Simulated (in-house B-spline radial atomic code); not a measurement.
# Mo²⁺: binding energies from hole states

Aim: the cost of two holes at once in Mo²⁺, against the sum of the two single holes.

Method: Dirac-Hartree-Fock, average of configuration, Fermi nucleus, basis-set limit. Code: in-house B-spline radial atomic code version 1.

## Step 1: The atom as given

```
element       : molybdenum (Z = 42)
charge        : +2
electrons     : 40
configuration : [Kr] 4d4
Hamiltonian   : Dirac-Coulomb
nucleus       : Fermi, rms radius 4.409 fm
```

The outer shells:

[Kr] 4d4
```
[Kr] core
4d [↑ ][↑ ][↑ ][↑ ][  ]
```

The boxes draw the filling by Hund's rule, which heavy ions in jj coupling don't follow; these runs average over all states of the configuration.

Settings of the run:

```ini
Z = 42
electrons = 40.0
configuration = [Kr] 4d4
hamiltonian = dirac
method = hf
spin_polarised = False
nucleus = fermi
rms_radius = 4.4091
mass_number = 98
atomic_mass = 97.905403609
speed_of_light = 137.035999084
```

The reference is known from an earlier run: -4046.431915 hartree in all. Up to eight levels, counted from the top:

| orbital | occupation | energy (eV) | <r> (bohr) |
| --- | --- | --- | --- |
| 3p3/2 | 4 | -435.91 | 0.4314 |
| 3d3/2 | 4 | -270.79 | 0.4120 |
| 3d5/2 | 6 | -267.36 | 0.4154 |
| 4s1/2 | 2 | -98.255 | 1.112 |
| 4p1/2 | 2 | -68.607 | 1.215 |
| 4p3/2 | 4 | -65.940 | 1.242 |
| 4d3/2 | 1.6 | -26.354 | 1.707 |
| 4d5/2 | 2.4 | -26.125 | 1.722 |

Single holes known from earlier runs (ΔSCF): 2s 2906.38 eV, 3p3/2 425.25 eV, 3d3/2 259.16 eV, 3d5/2 255.86 eV, 4p1/2 66.469 eV, 4p3/2 63.914 eV, 4d 25.252 eV.

## Step 2: The 3d3/2 and 3d3/2 holes

In configurations, a minus sign after the shell means j = l − 1/2 and a plus sign j = l + 1/2; the count of electrons follows.

Settings of the run:

```ini
Z = 42
electrons = 38.0
configuration = 1s2 2s2 2p6 3s2 3p6 3d-2 3d+6 4s2 4p6 4d4
hamiltonian = dirac
method = hf
spin_polarised = False
nucleus = fermi
rms_radius = 4.4091
mass_number = 98
atomic_mass = 97.905403609
speed_of_light = 137.035999084
```

## Step 3: The 2s and 4p3/2 holes

Changes to the settings of step 2:

```diff
@@ -2,3 +2,3 @@
 electrons = 38.0
-configuration = 1s2 2s2 2p6 3s2 3p6 3d-2 3d+6 4s2 4p6 4d4
+configuration = 1s2 2s1 2p6 3s2 3p6 3d10 4s2 4p-2 4p+3 4d4
 hamiltonian = dirac
```

## Step 4: The 3p3/2 and 3p3/2 holes

Changes to the settings of step 3:

```diff
@@ -2,3 +2,3 @@
 electrons = 38.0
-configuration = 1s2 2s1 2p6 3s2 3p6 3d10 4s2 4p-2 4p+3 4d4
+configuration = 1s2 2s2 2p6 3s2 3p-2 3p+2 3d10 4s2 4p6 4d4
 hamiltonian = dirac
```

## Step 5: The 4p1/2 and 4d holes

Changes to the settings of step 4:

```diff
@@ -2,3 +2,3 @@
 electrons = 38.0
-configuration = 1s2 2s2 2p6 3s2 3p-2 3p+2 3d10 4s2 4p6 4d4
+configuration = 1s2 2s2 2p6 3s2 3p6 3d10 4s2 4p-1 4p+4 4d3
 hamiltonian = dirac
```

## Step 6: The 2s and 3d5/2 holes

Changes to the settings of step 5:

```diff
@@ -2,3 +2,3 @@
 electrons = 38.0
-configuration = 1s2 2s2 2p6 3s2 3p6 3d10 4s2 4p-1 4p+4 4d3
+configuration = 1s2 2s1 2p6 3s2 3p6 3d-4 3d+5 4s2 4p6 4d4
 hamiltonian = dirac
```

## Step 7: The 3d3/2 and 4p1/2 holes

Changes to the settings of step 6:

```diff
@@ -2,3 +2,3 @@
 electrons = 38.0
-configuration = 1s2 2s1 2p6 3s2 3p6 3d-4 3d+5 4s2 4p6 4d4
+configuration = 1s2 2s2 2p6 3s2 3p6 3d-3 3d+6 4s2 4p-1 4p+4 4d4
 hamiltonian = dirac
```

Q: What does each hole state cost in eV, and how does that compare with the orbital energies or single holes?

The runs gave:

| two holes | ΔSCF (eV) | less the two single holes (eV) |
| --- | --- | --- |
| 3d3/2 and 3d3/2 | 554.92 | 36.60 |
| 2s and 4p3/2 | 2989.15 | 18.85 |
| 3p3/2 and 3p3/2 | 885.38 | 34.89 |
| 4p1/2 and 4d | 105.40 | 13.68 |
| 2s and 3d5/2 | 3207.43 | 45.19 |
| 3d3/2 and 4p1/2 | 344.16 | 18.54 |

**Reading.** Two holes cost more than the sum of each, because the second electron leaves a more charged ion. The excess runs from 13.7 eV (4p1/2 and 4d) to 45.2 eV (2s and 3d5/2); it tends to be largest where both holes are compact. Two partly filled shells share a symmetry and can mix in the average, which may lower the energy, in these hole states: 3d3/2 and 3d3/2; 2s and 3d5/2; 3d3/2 and 4p1/2; 3d3/2; 3d5/2. Values are for the free ion, measured from the vacuum level.
